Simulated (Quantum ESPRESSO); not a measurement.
Here is a Quantum ESPRESSO 7.5 calculation.

File pw.in:

```
&CONTROL
  calculation = 'scf'
  prefix = 'pwscf'
  outdir = './tmp'
  pseudo_dir = './pseudo'
  tprnfor = .true.
  tstress = .true.
  disk_io = 'low'
/
&SYSTEM
  ibrav = 0
  nat = 2
  ntyp = 2
  ecutwfc = 56
  ecutrho = 448
  nbnd = 21
  occupations = 'smearing'
  smearing = 'fd'
  degauss = 0.00367493
  nspin = 2
  starting_magnetization(1) = 0.1176
  starting_magnetization(2) = 0
/
&ELECTRONS
  conv_thr = 4d-10
  electron_maxstep = 120
  mixing_beta = 0.3
/
ATOMIC_SPECIES
Co    58.9332 co_lda_v1.2.uspp.F.UPF
O     15.9990 o_lda_v1.2.uspp.F.UPF
CELL_PARAMETERS angstrom
   0.0000000000    2.1315000000    2.1315000000
   2.1315000000    0.0000000000    2.1315000000
   2.1315000000    2.1315000000    0.0000000000
ATOMIC_POSITIONS crystal
Co     0.0000000000    0.0000000000    0.0000000000
O      0.5000000000    0.5000000000    0.5000000000
K_POINTS automatic
11 11 11 0 0 0
```

bands.in

```
&CONTROL
  calculation = 'bands'
  prefix = 'pwscf'
  outdir = './tmp'
  pseudo_dir = './pseudo'
  disk_io = 'low'
  verbosity = 'high'
/
&SYSTEM
  ibrav = 0
  nat = 2
  ntyp = 2
  ecutwfc = 56
  ecutrho = 448
  nbnd = 21
  occupations = 'smearing'
  smearing = 'fd'
  degauss = 0.00367493
  nspin = 2
  starting_magnetization(1) = 0.1176
  starting_magnetization(2) = 0
/
&ELECTRONS
  conv_thr = 1d-08
  electron_maxstep = 120
  mixing_beta = 0.3
  diago_full_acc = .true.
  startingwfc = 'random'
/
ATOMIC_SPECIES
Co    58.9332 co_lda_v1.2.uspp.F.UPF
O     15.9990 o_lda_v1.2.uspp.F.UPF
CELL_PARAMETERS angstrom
   0.0000000000    2.1315000000    2.1315000000
   2.1315000000    0.0000000000    2.1315000000
   2.1315000000    2.1315000000    0.0000000000
ATOMIC_POSITIONS crystal
Co     0.0000000000    0.0000000000    0.0000000000
O      0.5000000000    0.5000000000    0.5000000000
K_POINTS crystal
60
 0.0000000000  0.0000000000  0.0000000000 1
 0.0625000000  0.0000000000  0.0625000000 1
 0.1250000000  0.0000000000  0.1250000000 1
 0.1875000000  0.0000000000  0.1875000000 1
 0.2500000000  0.0000000000  0.2500000000 1
 0.3125000000  0.0000000000  0.3125000000 1
 0.3750000000  0.0000000000  0.3750000000 1
 0.4375000000  0.0000000000  0.4375000000 1
 0.5000000000  0.0000000000  0.5000000000 1
 0.5000000000  0.0625000000  0.5625000000 1
 0.5000000000  0.1250000000  0.6250000000 1
 0.5000000000  0.1875000000  0.6875000000 1
 0.5000000000  0.2500000000  0.7500000000 1
 0.4375000000  0.3125000000  0.7500000000 1
 0.3750000000  0.3750000000  0.7500000000 1
 0.3375000000  0.3375000000  0.6750000000 1
 0.3000000000  0.3000000000  0.6000000000 1
 0.2625000000  0.2625000000  0.5250000000 1
 0.2250000000  0.2250000000  0.4500000000 1
 0.1875000000  0.1875000000  0.3750000000 1
 0.1500000000  0.1500000000  0.3000000000 1
 0.1125000000  0.1125000000  0.2250000000 1
 0.0750000000  0.0750000000  0.1500000000 1
 0.0375000000  0.0375000000  0.0750000000 1
 0.0000000000  0.0000000000  0.0000000000 1
 0.0625000000  0.0625000000  0.0625000000 1
 0.1250000000  0.1250000000  0.1250000000 1
 0.1875000000  0.1875000000  0.1875000000 1
 0.2500000000  0.2500000000  0.2500000000 1
 0.3125000000  0.3125000000  0.3125000000 1
 0.3750000000  0.3750000000  0.3750000000 1
 0.4375000000  0.4375000000  0.4375000000 1
 0.5000000000  0.5000000000  0.5000000000 1
 0.5250000000  0.4500000000  0.5250000000 1
 0.5500000000  0.4000000000  0.5500000000 1
 0.5750000000  0.3500000000  0.5750000000 1
 0.6000000000  0.3000000000  0.6000000000 1
 0.6250000000  0.2500000000  0.6250000000 1
 0.5833333333  0.2500000000  0.6666666667 1
 0.5416666667  0.2500000000  0.7083333333 1
 0.5000000000  0.2500000000  0.7500000000 1
 0.5000000000  0.2857142857  0.7142857143 1
 0.5000000000  0.3214285714  0.6785714286 1
 0.5000000000  0.3571428571  0.6428571429 1
 0.5000000000  0.3928571429  0.6071428571 1
 0.5000000000  0.4285714286  0.5714285714 1
 0.5000000000  0.4642857143  0.5357142857 1
 0.5000000000  0.5000000000  0.5000000000 1
 0.4821428571  0.4821428571  0.5357142857 1
 0.4642857143  0.4642857143  0.5714285714 1
 0.4464285714  0.4464285714  0.6071428571 1
 0.4285714286  0.4285714286  0.6428571429 1
 0.4107142857  0.4107142857  0.6785714286 1
 0.3928571429  0.3928571429  0.7142857143 1
 0.3750000000  0.3750000000  0.7500000000 1
 0.6250000000  0.2500000000  0.6250000000 1
 0.5937500000  0.1875000000  0.5937500000 1
 0.5625000000  0.1250000000  0.5625000000 1
 0.5312500000  0.0625000000  0.5312500000 1
 0.5000000000  0.0000000000  0.5000000000 1
```

Potentials or basis: GBRV 1.5 LDA.

Command:

```console
$ OMP_NUM_THREADS=1 mpirun -n 2 pw.x -nk 2 -in pw.in > pw.out
$ OMP_NUM_THREADS=1 mpirun -n 2 pw.x -nk 2 -in bands.in > bands.out
```

(1) Estimate the absolute moment.

(2) What does it give for the net moment?

(3) Estimate the pressure.

## Answers

(1) 2.98 μB per cell.

(2) 2.96 μB per cell.

(3) -18.5 GPa.

Caveat: so large a pressure means that the cell lies far from this level's equilibrium, or that cutoff or potentials fall short; a cell with one magnetic atom can't hold antiferromagnetic order, which such compounds often take.
